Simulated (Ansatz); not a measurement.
# MgTiF4 (P1) in Ansatz: convergence with k mesh

Aim: find how far k mesh must go before the results for MgTiF4 settle, at LDA. This setting moves, with any that are tied to it; all else stays.

Everything below comes from runs of Ansatz 0.2.0. Logs are shortened: lines on timing, memory, paths and dates and some standing lists are left out, and cuts for length are marked.

## (1) The cell of the first run

The typed cell holds 6 atoms: a = 3.603 Å, b = 3.603 Å, c = 5.113 Å, α = 90.00°, β = 90.00°, γ = 90.00°.

The cell comes from a database or a generator and needn't be the stable form of this composition.

The cell isn't the ideal one: atoms moved at random, drawn with an rms of 0.05 Å.

## (2) With k mesh 2 × 2 × 2

input.yaml

```yaml
crystal:
  lattice:
    - [3.603038, 0.0, 0.0]
    - [0.0, 3.603038, 0.0]
    - [0.0, 0.0, 5.113374]
  atoms:
    - { symbol: Ti, position: [0.497062, 0.497205, -0.003999] }
    - { symbol: Mg, position: [-0.011179, 0.001974, 0.497387] }
    - { symbol: F, position: [0.012333, 0.496294, 0.257493] }
    - { symbol: F, position: [-0.001848, 0.501682, 0.747514] }
    - { symbol: F, position: [0.505194, -0.000587, 0.746713] }
    - { symbol: F, position: [0.485574, -0.000689, 0.252682] }
hamiltonian:
  xc: lda
  pseudopotentials: { kind: nc, accuracy: stringent }
kpoints:
  mp_grid: { grid: [2, 2, 2] }
scf:
  occupations: { method: cold, width: 0.1 }
output:
  forces: true
  stress: true
  eigenvalues: true
```

Potentials or basis: PseudoDojo stringent (LDA files).

Launch:

```
> ansatz run input.yaml --threads 2 --pin off --max-ram 5632MiB --backend cpu --events-out ev --progress --plain --runs-dir out
```

Standard output:

```text
Warning: The stringent table, which hamiltonian.pseudopotentials names, holds the potential of the library's standard table for Ti, Mg, F (one content_sha256, or a second file that the publisher made of the same generator input, which states another). The run takes no other species from the library, so that hamiltonian.pseudopotentials.accuracy: standard would change no potential of it. The deck needs no change, but a comparison with a run at hamiltonian.pseudopotentials.accuracy: standard does not test the potential of Ti, Mg, F. To test it, run on another potential, such as that of hamiltonian.pseudopotentials: {kind: paw}
Warning: RAYON_NUM_THREADS=2 ignored (pool sized by the plan → 2); use --threads N
Engine: ansatz 0.2.0, x86_64-unknown-linux-gnu
Pseudopotentials: kind: nc
Pseudopotential: Ti, nc, valence charge 12, recommended cutoff 1142.878222 eV (normal), Ti.nc.azcp (PseudoDojo's, or run here from an input of PseudoDojo's; its table is named by hamiltonian.pseudopotentials.accuracy)
Pseudopotential: Mg, nc, valence charge 10, recommended cutoff 1142.878222 eV (normal), Mg.nc.azcp (PseudoDojo's, or run here from an input of PseudoDojo's; its table is named by hamiltonian.pseudopotentials.accuracy)
Pseudopotential: F, nc, valence charge 7, recommended cutoff 1142.878222 eV (normal), F.nc.azcp (PseudoDojo's, or run here from an input of PseudoDojo's; its table is named by hamiltonian.pseudopotentials.accuracy)
Functional definition: SPW92
  exchange = slater_x
  correlation = pw_c
Crystal: 6 atoms, lattice volume = 66.381 Å³
Basis set: ecut = 1142.878222 eV, 5813 PW (Γ)
Bands: 31, of which v1, the nominal top of the filled ones, is band 25 counted from 1 (24 counted from 0)
Symmetry: 1 space group operations
Space group: P1 (ITA 1), of the structure as read, at distance tolerance 4.0e-5 Å
k-points: 8
Non-local potential: Ti, projectors of the file, l = 0: 2, l = 1: 2, l = 2: 2
Non-local potential: Mg, projectors of the file, l = 0: 2, l = 1: 2
Non-local potential: F, projectors of the file, l = 0: 2, l = 1: 2, l = 2: 1
Initial density: superposition of atomic densities (chi_scale 0.1, normalization cell, long waves kept (reshape's long-wave potential 0.04 eV rms))
Initial wavefunctions: pseudopotential atomic-orbital guess
Functional: x = slater, c = lda
SCF iter   1: F=—  HF=-5920.541808 eV  |F-HF|=—  |Δ(HF+E_count)|=         —  Δρ=2.73e-1  dr2=5.57e1  ethr=3.10e-3  ⟨swp⟩=5.9  Hψ=1030  notcnv=0
preconditioner: auto → Kerker (q_TF=auto, 2.602 Å⁻¹)  [metal: Δε(μ)=0.047 eV  Ē_g=10.384 eV  σ=0.100 eV  W_gap=0.26  n_scr=20 (ndim 8)  ℏωp=26.6 eV  f_vac=0.006  D(μ)=3.24/eV (n_scr^D=28)]
SCF iter   2: F=—  HF=-5912.684852 eV  |F-HF|=—  |Δ(HF+E_count)|=    7.86e0  S|Δr|=    0.00e0  Δρ=9.84e-2  dr2=3.15e0  ethr=3.10e-3  ⟨swp⟩=4.0  Hψ=638  notcnv=0  defer=8
SCF iter   3: F=—  HF=-5911.861159 eV  |F-HF|=—  |Δ(HF+E_count)|=   8.24e-1  S|Δr|=    0.00e0  Δρ=4.38e-2  dr2=7.72e-1  ethr=3.10e-3  ⟨swp⟩=3.4  Hψ=484  notcnv=0  defer=7
SCF iter   4: F=—  HF=-5911.572814 eV  |F-HF|=—  |Δ(HF+E_count)|=   2.88e-1  S|Δr|=    0.00e0  Δρ=1.91e-2  dr2=8.89e-2  ethr=1.54e-3  ⟨swp⟩=2.8  Hψ=542  notcnv=0  defer=7
SCF iter   5: F=—  HF=-5911.566109 eV  |F-HF|=—  |Δ(HF+E_count)|=   6.70e-3  S|Δr|=    0.00e0  Δρ=2.25e-2  dr2=1.19e-1  ethr=1.78e-4  ⟨swp⟩=1.6  Hψ=359  notcnv=0  defer=7
SCF iter   6: F=—  HF=-5911.557284 eV  |F-HF|=—  |Δ(HF+E_count)|=   8.82e-3  S|Δr|=    0.00e0  Δρ=1.31e-2  dr2=3.54e-2  ethr=1.78e-4  ⟨swp⟩=1.2  Hψ=243  notcnv=0  defer=7
SCF iter   7: F=—  HF=-5911.554898 eV  |F-HF|=—  |Δ(HF+E_count)|=   2.39e-3  S|Δr|=    0.00e0  Δρ=8.63e-3  dr2=1.27e-2  ethr=7.08e-5  ⟨swp⟩=1.0  Hψ=241  notcnv=0  defer=7
SCF iter   8: F=—  HF=-5911.553720 eV  |F-HF|=—  |Δ(HF+E_count)|=   1.18e-3  S|Δr|=    0.00e0  Δρ=1.90e-3  dr2=2.52e-3  ethr=2.54e-5  ⟨swp⟩=1.0  Hψ=241  notcnv=0  defer=7
SCF iter   9: F=—  HF=-5911.554314 eV  |F-HF|=—  |Δ(HF+E_count)|=   5.94e-4  S|Δr|=    0.00e0  Δρ=3.22e-3  dr2=8.33e-3  ethr=5.04e-6  ⟨swp⟩=2.0  Hψ=412  notcnv=0  defer=7  recentre
SCF iter  10: F=—  HF=-5911.553606 eV  |F-HF|=—  |Δ(HF+E_count)|=   7.09e-4  S|Δr|=    0.00e0  Δρ=4.14e-4  dr2=1.63e-4  ethr=5.04e-6  ⟨swp⟩=1.5  Hψ=267  notcnv=0  defer=7
SCF iter  11: F=—  HF=-5911.553610 eV  |F-HF|=—  |Δ(HF+E_count)|=   3.90e-6  S|Δr|=    0.00e0  Δρ=1.54e-4  dr2=1.92e-5  ethr=3.26e-7  ⟨swp⟩=2.2  Hψ=401  notcnv=0  defer=7
SCF iter  12: F=—  HF=-5911.553410 eV  |F-HF|=—  |Δ(HF+E_count)|=   2.00e-4  S|Δr|=    0.00e0  Δρ=3.55e-5  dr2=1.15e-6  ethr=3.83e-8  ⟨swp⟩=2.1  Hψ=322  notcnv=0  defer=7
SCF iter  13: F=—  HF=-5911.553410 eV  |F-HF|=—  |Δ(HF+E_count)|=   1.16e-7  S|Δr|=    0.00e0  Δρ=2.24e-5  dr2=2.66e-7  ethr=2.31e-9  ⟨swp⟩=2.2  Hψ=353  notcnv=0  defer=7
SCF iter  14: F=-5911.553410 eV  HF=-5911.553410 eV  |F-HF|=3.43e-8  |Δ(HF+E_count)|=   3.41e-8  S|Δr|=    0.00e0  Δρ=1.53e-5  dr2=7.34e-8  ethr=2.00e-10  ⟨swp⟩=11.2  Hψ=1146  notcnv=0
SCF 1 converged in 14 iterations: F = -5911.553410 eV  dr2 = 7.34e-8
SCF converged after 14 iterations
Stability not checked: this state was not tested for a lower state beside it, because cold or Methfessel-Paxton smearing, or corrected tetrahedra, fill the levels in a way that the test cannot read (fill_not_monotonic; see scf.lower_state_search)
Free energy (F): -5911.553410 eV
Harris-Foulkes:  -5911.553410 eV  (|F-HF|=3.43e-8)
Internal energy: -5911.530581 eV  (E = F + TS)
E sigma→0 (E₀):  -5911.545800 eV
Entropy (-TS):   -0.022829 eV (-3.805 meV/atom)
Fermi energy:    10.224294 eV
Step filling:    the computed levels leave a gap of 0.0072 eV = 0.1 smearing widths at the electron count; against every level under it full and every level over it empty, smearing changes F+E_penalty+E_count by -16.584 meV and its σ→0 estimate by -8.974 meV
--- Per-component energies (eV) ---
  E_band       = -639.738269
  E_kinetic    = 3323.651065
  E_local      = -5182.004655  (includes V_loc(G=0)·N_el)
  E_nonlocal   = -785.046059
  E_hartree    = 1606.610173
  E_xc         = -1034.163558
  E_vxc        = -1209.563875  (∫ρ·V_xc dr)
  E_ewald      = -3840.577546
  E_smearing   = -0.022829  (= −TS)
  E_closure    = 0.000000  (closes the sum)
  Σ components = -5911.553410   (vs F -5911.553410, Δ=0.00e0)
--- Forces (eV/Å), atoms counted from 1 ---
  atom   1  Ti     0.03529966     0.04534524     0.28463034
  atom   2  Mg     0.08626174    -0.02476250    -0.04719346
  atom   3  F     -0.43089460     0.04290321    -0.15357300
  atom   4  F      0.03540663    -0.04232328     0.01729571
  atom   5  F     -0.09715382     0.02077125     0.00458665
  atom   6  F      0.37130764    -0.04226186    -0.10546226
  max |Σ_I F_I| component: 3.28e-4 eV/Å
--- Stress (GPa, compression-positive) ---
      -12.849530      -0.063452       0.193652
       -0.063452     -12.626393       0.091282
        0.193652       0.091282      -9.349370
  P = ⅓ Tr σ = -11.6084 GPa (-116.084 kbar)
--- Band table (eV; the first three rows and the last of 8) ---
  k-point 0: bands = ["-66.9741", "-47.6794", "-34.3823", "-34.3726", "-34.3700", "-24.3087", "-24.2789", "-24.2634", "-16.6428", "-15.8713", "-15.5756", "-15.0730", "-0.2539", "0.9475", "0.9484", "1.0511", "1.0552", "1.1285", "3.2256", "3.2637", "3.2641", "3.3880", "3.3964", "3.7671", "9.7005", "10.2217", "10.2388", "11.2007", "11.7285", "11.7503", "15.9458"]
  k-point 1: bands = ["-66.9741", "-47.6794", "-34.3823", "-34.3726", "-34.3700", "-24.3106", "-24.2788", "-24.2644", "-16.3142", "-16.2253", "-15.3832", "-15.2820", "0.7170", "0.7297", "1.1654", "1.3062", "1.3304", "1.3670", "2.1620", "2.4625", "3.2043", "3.2100", "3.4367", "3.4465", "10.0052", "10.2460", "11.4155", "11.6236", "11.6603", "12.0260", "12.4546"]
  k-point 2: bands = ["-66.9739", "-47.6753", "-34.3816", "-34.3794", "-34.3694", "-24.3957", "-24.2901", "-24.2424", "-16.0755", "-15.9390", "-15.6065", "-15.4759", "0.4562", "0.7820", "1.4075", "1.4200", "1.8060", "1.8577", "2.0837", "2.1850", "2.3873", "2.4755", "3.2781", "3.5077", "10.1165", "10.2627", "10.9560", "11.1493", "11.6871", "13.4219", "14.5929"]
  k-point 7: bands = ["-66.9737", "-47.6714", "-34.3847", "-34.3796", "-34.3717", "-24.3916", "-24.3887", "-24.2197", "-15.8567", "-15.8546", "-15.6149", "-15.5967", "0.1033", "0.1689", "0.4161", "0.5842", "1.7889", "1.8185", "2.2910", "2.3408", "3.2215", "3.6248", "3.6534", "3.7600", "9.9409", "10.5293", "10.8170", "10.8262", "11.3695", "15.5293", "15.6590"]
```

It took 1.1 s on 2 threads of Intel Xeon 6975P-C (Granite Rapids), shared host; peak memory 0.44 GiB.

Results:

- Free energy: -5911.5534 eV
- Pressure: -11.6 GPa
- Largest force: 0.459 eV/Å
- Band gap on the k mesh: none (metal or under the smearing width)

## (3) With k mesh 3 × 3 × 2

input.yaml, as its differences from that of step 2:

```diff
@@ -16,3 +16,3 @@
 kpoints:
-  mp_grid: { grid: [2, 2, 2] }
+  mp_grid: { grid: [3, 3, 2] }
 scf:
```

Potentials or basis: PseudoDojo stringent (LDA files).

Launch:

```
> ansatz run input.yaml --threads 2 --pin off --max-ram 5632MiB --backend cpu --events-out ev --progress --plain --runs-dir out
```

Wall time 1.8 s (2 threads of Intel Xeon 6975P-C (Granite Rapids), shared host); peak memory 0.42 GiB.

Results:

- Free energy: -5911.4842 eV
- Pressure: -11.6 GPa
- Largest force: 0.427 eV/Å
- Band gap on the k mesh: none (metal or under the smearing width)

## (4) With k mesh 4 × 4 × 3

input.yaml, as its differences from that of step 3:

```diff
@@ -16,3 +16,3 @@
 kpoints:
-  mp_grid: { grid: [3, 3, 2] }
+  mp_grid: { grid: [4, 4, 3] }
 scf:
```

Launch:

```
> ansatz run input.yaml --threads 2 --pin off --max-ram 5632MiB --backend cpu --events-out ev --progress --plain --runs-dir out
```

Run time: 4.7 s. Hardware: 2 threads of Intel Xeon 6975P-C (Granite Rapids), shared host; peak memory 0.48 GiB.

What came out:

| Quantity | Value |
| --- | --- |
| Free energy | -5911.4469 eV |
| Pressure | -11.9 GPa |
| Largest force | 0.459 eV/Å |
| Band gap on the k mesh | none (metal or under the smearing width) |

## (5) With k mesh 5 × 5 × 4

input.yaml, as its differences from that of step 4:

```diff
@@ -16,3 +16,3 @@
 kpoints:
-  mp_grid: { grid: [4, 4, 3] }
+  mp_grid: { grid: [5, 5, 4] }
 scf:
```

Launch:

```
> ansatz run input.yaml --threads 2 --pin off --max-ram 5632MiB --backend cpu --events-out ev --progress --plain --runs-dir out
```

Wall time 9.6 s (2 threads of Intel Xeon 6975P-C (Granite Rapids), shared host); peak memory 0.57 GiB.

Results:

```yaml
Free_energy: -5911.4390 eV
Pressure: -12.0 GPa
Largest_force: 0.473 eV/Å
Band_gap_on_the_k_mesh: none (metal or under the smearing width)
```

## (6) With k mesh 7 × 7 × 5

input.yaml, as its differences from that of step 5:

```diff
@@ -16,3 +16,3 @@
 kpoints:
-  mp_grid: { grid: [5, 5, 4] }
+  mp_grid: { grid: [7, 7, 5] }
 scf:
```

Potentials or basis: PseudoDojo stringent (LDA files).

Launch:

```
> ansatz run input.yaml --threads 2 --pin off --max-ram 5632MiB --backend cpu --events-out ev --progress --plain --runs-dir out
```

Wall time 22 s (2 threads of Intel Xeon 6975P-C (Granite Rapids), shared host); peak memory 0.85 GiB.

Results (log left out):

| Property | Result |
| --- | --- |
| Free energy | -5911.4379 eV |
| Pressure | -12.0 GPa |
| Largest force | 0.474 eV/Å |
| Band gap on the k mesh | none (metal or under the smearing width) |

## (7) With k mesh 8 × 8 × 6

input.yaml, as its differences from that of step 6:

```diff
@@ -16,3 +16,3 @@
 kpoints:
-  mp_grid: { grid: [7, 7, 5] }
+  mp_grid: { grid: [8, 8, 6] }
 scf:
```

Launch:

```
> ansatz run input.yaml --threads 2 --pin off --max-ram 5632MiB --backend cpu --events-out ev --progress --plain --runs-dir out
```

It took 39 s on 2 threads of Intel Xeon 6975P-C (Granite Rapids), shared host; peak memory 1.1 GiB.

Results (log left out):

* Free energy: -5911.4382 eV
* Pressure: -12.0 GPa
* Largest force: 0.471 eV/Å
* Band gap on the k mesh: none (metal or under the smearing width)

## (8) With k mesh 10 × 10 × 7

input.yaml, as its differences from that of step 7:

```diff
@@ -16,3 +16,3 @@
 kpoints:
-  mp_grid: { grid: [8, 8, 6] }
+  mp_grid: { grid: [10, 10, 7] }
 scf:
```

Launch:

```
> ansatz run input.yaml --threads 2 --pin off --max-ram 5632MiB --backend cpu --events-out ev --progress --plain --runs-dir out
```

It took 62 s on 2 threads of Intel Xeon 6975P-C (Granite Rapids), shared host; peak memory 1.7 GiB.

The run converged. Its results:

- Free energy: -5911.4382 eV
- Pressure: -12.0 GPa
- Largest force: 0.470 eV/Å
- Band gap on the k mesh: none (metal or under the smearing width)

## (9) With k mesh 12 × 12 × 9

input.yaml, as its differences from that of step 8:

```diff
@@ -16,3 +16,3 @@
 kpoints:
-  mp_grid: { grid: [10, 10, 7] }
+  mp_grid: { grid: [12, 12, 9] }
 scf:
```

Potentials or basis: PseudoDojo stringent (LDA files).

Launch:

```
> ansatz run input.yaml --threads 2 --pin off --max-ram 5632MiB --backend cpu --events-out ev --progress --plain --runs-dir out
```

It took 1.9 min on 2 threads of Intel Xeon 6975P-C (Granite Rapids), shared host; peak memory 2.9 GiB.

The run converged. Its results:

```yaml
Free_energy: -5911.4383 eV
Pressure: -12.0 GPa
Largest_force: 0.469 eV/Å
Band_gap_on_the_k_mesh: none (metal or under the smearing width)
```

## (10) Result

```tsv
k mesh	energy less the tightest run, at zero smearing (meV/atom)	pressure (GPa)	largest force (eV/Å)	SCF cycles	CPU time (s)	peak memory (GiB)
2 × 2 × 2	-18.46	-11.61	0.459	14	2	0.44
3 × 3 × 2	-8.16	-11.56	0.427	13	3.5	0.42
4 × 4 × 3	-1.87	-11.87	0.459	14	9.2	0.48
5 × 5 × 4	-0.19	-11.98	0.473	14	19	0.57
7 × 7 × 5	0.14	-12.01	0.474	14	45	0.85
8 × 8 × 6	0.02	-11.98	0.471	15	78	1.1
10 × 10 × 7	0.00	-11.97	0.470	14	120	1.7
12 × 12 × 9	0.00	-11.96	0.469	14	230	2.9
```

Against the tightest run, the energy stays within 1 meV/atom from 5 × 5 × 4 on; the pressure stays within 0.1 GPa from 4 × 4 × 3 on; the largest force stays within 0.005 eV/Å from 8 × 8 × 6 on. Meshes of other sizes hit other points, so gaps and Fermi surfaces needn't settle smoothly. The tightest run that finished is the yardstick and may itself not be fully converged.

Caveats: semilocal functionals often make such compounds metallic where correlation or magnetic order opens a gap, which also shifts bond lengths.
